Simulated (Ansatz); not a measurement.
Write a Python script for Ansatz 0.2.0 through its Python package that makes a relaxation of cell and ions of KLaHf2O6, space group Fm-3m. Level of theory: r2SCAN, PAW, cutoff 639 eV, 2×2×2 k-points, fixed occupations, D4 dispersion.

```
K La Hf O
1.0
     0.00000    4.13107    4.13107
     4.13107    0.00000    4.13107
     4.13107    4.13107    0.00000
K La Hf O
1 1 2 6
Direct
  0.00000 0.00000 0.00000
  0.50000 0.50000 0.50000
  0.25000 0.25000 0.25000
  0.75000 0.75000 0.75000
  0.50000 0.50000 0.00000
  0.00000 0.00000 0.50000
  0.00000 0.50000 0.50000
  0.50000 0.00000 0.00000
  0.50000 0.00000 0.50000
  0.00000 0.50000 0.00000
```

Script `vcrelax_klahf2o6.py`:
```python
"""Cell relaxation of KLaHf2O6."""

import ansatz
from ase import Atoms
from ase.io import write
from ase.neighborlist import neighbor_list
import numpy as np
from pymatgen.core import Structure

def edges_and_angles(cell):
    cell = np.asarray(cell)
    a, b, c = np.linalg.norm(cell, axis=1)
    cosines = cell[1] @ cell[2] / (b * c), cell[0] @ cell[2] / (a * c), cell[0] @ cell[1] / (a * b)
    return (a, b, c, *np.degrees(np.arccos(cosines)))


def main() -> None:
    structure = (
        ansatz.Lattice.fcc(8.26214)
        .space_group(225)
        .atom("K", (0.0, 0.0, 0.0))
        .atom("La", (0.5, 0.0, 0.0))
        .atom("Hf", (0.25, 0.75, 0.75))
        .atom("O", (0.25, 0.75, 0.0))
        .primitive()
    )

    # part of the cell is held
    calc = structure.calculation()
    calc = calc.occupations("fixed").accuracy("medium")
    calc = calc.scf(max_iterations=200)
    calc = calc.functional("r2SCAN", dispersion="D4").basis(47 * ansatz.Ry)
    calc = calc.kpoints(2, 2, 2, center="monkhorst-pack")
    calc = calc.relax(fix_cell=["c", "angles"])
    steps = []


    def collect(event):
        if event["event"] == "relax_step":
            steps.append(event["data"])


    out = calc.session().plan().execute(on_event=collect)
    report = out.report
    for s in steps:
        flag = "" if s["accepted"] else "  (rejected)"
        print("step %2d  E = %.5f eV  largest force component = %.4f eV/A%s" % (s["step"], s["lagrangian_ev"], s["allowed_force_max_ev_ang"], flag))

    first, last = steps[0], steps[-1]
    symbols = [site.symbol for site in out.lattice.sites]
    print(f"energy gained {first['lagrangian_ev'] - last['lagrangian_ev']:.4f} eV in {len(steps) - 1} steps")
    for label, vectors in (("before", first["cell_ang"]), ("after", out.lattice.cell_ang)):
        print(label, "a b c (A) {:.4f} {:.4f} {:.4f}  angles {:.2f} {:.2f} {:.2f}".format(*edges_and_angles(vectors)), f" V = {abs(np.linalg.det(vectors)):.3f} A^3")
    print("final stress xx yy zz (GPa, compression positive):", np.round(np.diag(report["stress_gpa"]), 3) + 0.0)

    print("relaxed fractional positions")
    for site in out.lattice.sites:
        print(f"  {site.symbol:2s}", " ".join(f"{v % 1:8.5f}" for v in np.round(site.position_frac, 5)))

    change = np.array(last["positions_ang"]) @ np.linalg.inv(last["cell_ang"]) - np.array(first["positions_ang"]) @ np.linalg.inv(first["cell_ang"])
    moved = np.linalg.norm(change @ np.array(last["cell_ang"]), axis=1)
    print("displacement within the cell, strain taken out (A):", " ".join(f"{s}:{d:.3f}" for s, d in zip(symbols, moved)))

    final = Atoms(symbols, positions=last["positions_ang"], cell=out.lattice.cell_ang, pbc=True)
    i, j, d = neighbor_list("ijd", final, 4.5)
    print("neighbours within 1.15 times the shortest distance of each atom (A)")
    for atom in range(len(final)):
        near = [m for m in np.argsort(d) if i[m] == atom]
        shell = [m for m in near if d[m] < 1.15 * d[near[0]]]
        print(f"{symbols[atom]}{atom} ({len(shell)}):", ", ".join(f"{symbols[j[m]]} {d[m]:.3f}" for m in shell))

    relaxed = Atoms(symbols, positions=[site.position_ang for site in out.lattice.sites], cell=out.lattice.cell_ang, pbc=True)
    write("relaxed.cif", relaxed, format="cif")

    n_atoms = len(report["lattice"]["sites"])
    print("F =", round(report["free_energy_ev"], 4), "eV for", n_atoms, "atoms")
    print("E(sigma -> 0) =", round(report["energy_sigma0_ev"], 4), "eV, TS =", round(report["entropy_ts_ev"], 5), "eV")
    print("closed by", report["closed_by"], "after", report["n_iterations"], "iterations")

    terms = report["components"]
    print({name: round(terms[name], 3) for name in ("e_kinetic", "e_hartree", "e_xc", "e_local", "e_nonlocal")})

    final = Structure(out.lattice.cell_ang, [s.symbol for s in out.lattice.sites], [s.position_frac for s in out.lattice.sites])
    print(final)


if __name__ == "__main__":
    main()
```

Running `python vcrelax_klahf2o6.py` prints:
```text
DeckWarning: crystal.symmetry: narrowed to the stabiliser of the fixed cell quantities (relax.cell.fix) — unitary ops 48 → 16. The narrowing is safe, since a smaller group never makes results wrong: [...]
DeckWarning: crystal.symmetry: narrowed to the stabiliser of the k-point mesh — unitary ops 16 → 4; excluded 12 operations that carry a point of the 2×2×2 mesh (shift [0.5, 0.5, 0.5]) off the mesh [...]
step  1  E = -42704.36192 eV  largest force component = 0.0291 eV/A
step  2  E = -42704.38677 eV  largest force component = 0.0045 eV/A
step  3  E = -42704.38845 eV  largest force component = 0.0024 eV/A
step  4  E = -42704.38765 eV  largest force component = 0.0024 eV/A
energy gained 0.0257 eV in 3 steps
before a b c (A) 5.8422 5.8422 5.8422  angles 60.00 60.00 60.00  V = 141.000 A^3
after a b c (A) 5.8190 5.8190 5.7957  angles 60.13 60.13 59.74  V = 138.762 A^3
final stress xx yy zz (GPa, compression positive): [-0.046 -0.046 -2.327]
relaxed fractional positions
  K   0.00000  0.00000  0.00000
  La  0.50000  0.50000  0.50000
  Hf  0.24990  0.24990  0.24992
  Hf  0.75010  0.75010  0.75008
  O   0.50000  0.50000  0.00000
  O   0.50000  0.00000  0.00000
  O   0.00000  0.50000  0.50000
  O   0.00000  0.50000  0.00000
  O   0.50000  0.00000  0.50000
  O   0.00000  0.00000  0.50000
displacement within the cell, strain taken out (A): K:0.000 La:0.000 Hf:0.001 Hf:0.001 O:0.000 O:0.000 O:0.000 O:0.000 O:0.000 O:0.000
neighbours within 1.15 times the shortest distance of each atom (A)
K0 (12): O 2.898, O 2.898, O 2.898, O 2.898, O 2.909, O 2.909, O 2.909, O 2.909, O 2.909, O 2.909, O 2.909, O 2.909
La1 (12): O 2.898, O 2.898, O 2.898, O 2.898, O 2.909, O 2.909, O 2.909, O 2.909, O 2.909, O 2.909, O 2.909, O 2.909
Hf2 (6): O 2.048, O 2.048, O 2.050, O 2.050, O 2.065, O 2.066
Hf3 (6): O 2.048, O 2.048, O 2.050, O 2.050, O 2.065, O 2.066
O4 (2): Hf 2.066, Hf 2.066
O5 (2): Hf 2.048, Hf 2.048
O6 (2): Hf 2.050, Hf 2.050
O7 (2): Hf 2.048, Hf 2.048
O8 (2): Hf 2.050, Hf 2.050
O9 (2): Hf 2.065, Hf 2.065
F = -42704.3876 eV for 10 atoms
E(sigma -> 0) = -42704.3876 eV, TS = 0.0 eV
closed by deck_thresholds after 7 iterations
{'e_kinetic': 2349.382, 'e_hartree': 7273.39, 'e_xc': -1277.6, 'e_local': -16108.431, 'e_nonlocal': -2101.25}
Full Formula (K1 La1 Hf2 O6)
Reduced Formula: KLaHf2O6
abc   :   5.818997   5.818997   5.795685
angles:  60.132433  60.132433  59.735134
pbc   :       True       True       True
Sites (10)
  #  SP           a          b          c
---  ----  --------  ---------  ---------
  0  K     0         -0         -0
  1  La    0.5        0.5        0.5
  2  Hf    0.249899   0.249899   0.249915
  3  Hf    0.750101   0.750101   0.750085
  4  O     0.5        0.5       -0
  5  O     0.5        0         -0
  6  O     0          0.5        0.5
  7  O     0          0.5        0
  8  O     0.5       -0          0.5
  9  O     0          0          0.5
```
(Warnings from the package without file and line, shortened.)

It writes `relaxed.cif`:
```cif
data_image0
_chemical_formula_structural       KLaHf2O6
_chemical_formula_sum              "K1 La1 Hf2 O6"
_cell_length_a       5.818996641652704
_cell_length_b       5.818996641652704
_cell_length_c       5.795685045042639
_cell_angle_alpha    60.132433123294945
_cell_angle_beta     60.132433123294945
_cell_angle_gamma    59.7351337534101

_space_group_name_H-M_alt    "P 1"
_space_group_IT_number       1

loop_
  _space_group_symop_operation_xyz
  'x, y, z'

loop_
  _atom_site_type_symbol
  _atom_site_label
  _atom_site_symmetry_multiplicity
  _atom_site_fract_x
  _atom_site_fract_y
  _atom_site_fract_z
  _atom_site_occupancy
  K   K1        1.0  2.0503960166607674e-23  0.0  0.0  1.0000
  La  La1       1.0  0.4999999999999999  0.5000000000000001  0.5000000000000001  1.0000
  Hf  Hf1       1.0  0.24989936006069402  0.24989936006069416  0.24991525198998152  1.0000
  Hf  Hf2       1.0  0.7501006399393058  0.750100639939306  0.7500847480100187  1.0000
  O   O1        1.0  0.4999999999999999  0.5000000000000001  5.418142795826216e-17  1.0000
  O   O2        1.0  0.5  1.1821682451645009e-17  0.0  1.0000
  O   O3        1.0  0.9999999999999999  0.5000000000000001  0.5000000000000001  1.0000
  O   O4        1.0  0.0  0.5  0.0  1.0000
  O   O5        1.0  0.4999999999999999  1.0836285591652429e-16  0.5000000000000001  1.0000
  O   O6        1.0  0.9999999999999999  1.0836285591652429e-16  0.5000000000000001  1.0000
```

The settings weren't tested for convergence. The run is spin-unpolarised. The energy terms are those on the plane-wave grid, with the one-centre PAW part apart; the terms shown are only some of the summands, so they needn't add up to F. Part of the cell is held or a pressure is applied, so the end point needn't be the zero-pressure lattice. The Fermi level of a run with fixed occupations marks the highest occupied state on its mesh, not mid-gap. The k-point mesh is coarse, and energy and stress weren't tested for convergence. Energies along a relaxation are free energies. Rows at an unchanged volume are solved on a plane-wave basis chosen afresh for that cell, so the energy jumps there and such rows are no steps of the walk. Edges and angles are those of the cell as typed, here a primitive one, not of the conventional cell. The cell relaxed to the group I4/mmm; tensors and edges are in the axes of the typed cell. Spin-orbit coupling, which matters for elements this heavy, is left out. This cell is a computed structure, which may not be the phase found in nature. Finished in 44 s on 1 thread of Arm Neoverse V2 (shared host), peak memory 1.1 GiB.

(A comment or docstring line of the script was reworded after the run, the code is as it ran; lines on the test bed's own set-up are left out of the output.)
